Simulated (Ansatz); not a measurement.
# Nb4SiSb2: the cost of one run

Method: DFT r²SCAN, scalar-relativistic, plane waves, PAW, in Ansatz 0.2.0.

## (1) The system as given

Symmetry: I4/mcm, No. 140, tetragonal system. The conventional cell has a = 10.451 Å, b = 10.451 Å, c = 4.919 Å, α = 90.00°, β = 90.00°, γ = 90.00°. Nb (site symmetry m) has 2 Si at 2.62 Å and 4 Sb at 2.86 to 2.99 Å as nearest neighbours. Si (site symmetry 422) has 2 Si at 2.46 Å and 8 Nb at 2.62 Å as nearest neighbours. Sb (site symmetry m2m) has 8 Nb at 2.86 to 2.99 Å as nearest neighbours.

Coordinates:

```
CELL_PARAMETERS angstrom
-5.22552 5.22552 2.45967
5.22552 -5.22552 2.45967
5.22552 5.22552 -2.45967
ATOMIC_POSITIONS crystal
Nb 0.91552 0.79503 0.71055
Nb 0.79503 0.08448 0.87950
Nb 0.41552 0.70497 0.12050
Nb 0.58448 0.29503 0.87950
Nb 0.70497 0.58448 0.28945
Nb 0.29503 0.41552 0.71055
Nb 0.20497 0.91552 0.12050
Nb 0.08448 0.20497 0.28945
Si 0.25000 0.25000 0.00000
Si 0.75000 0.75000 0.00000
Sb 0.64228 0.85772 0.50000
Sb 0.14228 0.64228 0.78457
Sb 0.85772 0.35772 0.21543
Sb 0.35772 0.14228 0.50000
```

## (2) Bands and density of states at the final cell

input.yaml reads:

```yaml
crystal:
  lattice:
    - [-5.2255160788, 5.2255160788, 2.459671104]
    - [5.2255160788, -5.2255160788, 2.459671104]
    - [5.2255160788, 5.2255160788, -2.459671104]
  atoms:
    - { symbol: Nb, position: [0.9155248432, 0.7950292398, 0.710554083] }
    - { symbol: Nb, position: [0.7950292398, 0.0844751568, 0.8795043966] }
    - { symbol: Nb, position: [0.4155248432, 0.7049707602, 0.1204956034] }
    - { symbol: Nb, position: [0.5844751568, 0.2950292398, 0.8795043966] }
    - { symbol: Nb, position: [0.7049707602, 0.5844751568, 0.289445917] }
    - { symbol: Nb, position: [0.2950292398, 0.4155248432, 0.710554083] }
    - { symbol: Nb, position: [0.2049707602, 0.9155248432, 0.1204956034] }
    - { symbol: Nb, position: [0.0844751568, 0.2049707602, 0.289445917] }
    - { symbol: Si, position: [0.25, 0.25, 0.0] }
    - { symbol: Si, position: [0.75, 0.75, 0.0] }
    - { symbol: Sb, position: [0.6422846689, 0.8577153311, 0.5] }
    - { symbol: Sb, position: [0.1422846689, 0.6422846689, 0.7845693378] }
    - { symbol: Sb, position: [0.8577153311, 0.3577153311, 0.2154306622] }
    - { symbol: Sb, position: [0.3577153311, 0.1422846689, 0.5] }
basis:
  ecutwfc: 500
  ecutrho_ratio: 4
kpoints:
  mp_grid: { grid: [8, 8, 8] }
  band_path:
    path:
      - [[0.0, 0.0, 0.0], [0.0, 0.0, 0.5], [-0.5, 0.5, 0.5], [0.0, 0.0, 0.0], [0.30539055, 0.30539055, -0.30539055]]
      - [[-0.30539055, 0.69460945, 0.30539055], [-0.5, 0.5, 0.5]]
      - [[0.0, 0.0, 0.5], [0.25, 0.25, 0.25], [0.0, 0.5, 0.0], [0.0, 0.0, 0.0]]
    npoints: 10
hamiltonian:
  xc: r2scan
scf:
  occupations: { method: gaussian, width: 0.05 }
  n_extra_bands: 51
output:
  forces: true
  stress: true
  eigenvalues: true
  populations: true
  dos: { projected: true, de: 0.02, nscf_kmesh: { grid: [12, 12, 12] } }
  bader: false
```

Launch:

```
$ ansatz run input.yaml --threads 8 --pin off --max-ram 22528MiB --backend cpu --events-out ev --progress --plain --runs-dir out
```

**Question.** How long does this run take on 8 threads of Arm Neoverse N1, shared host, and how much memory does it need?

About 4.5 min, with a peak of 5.7 GiB.
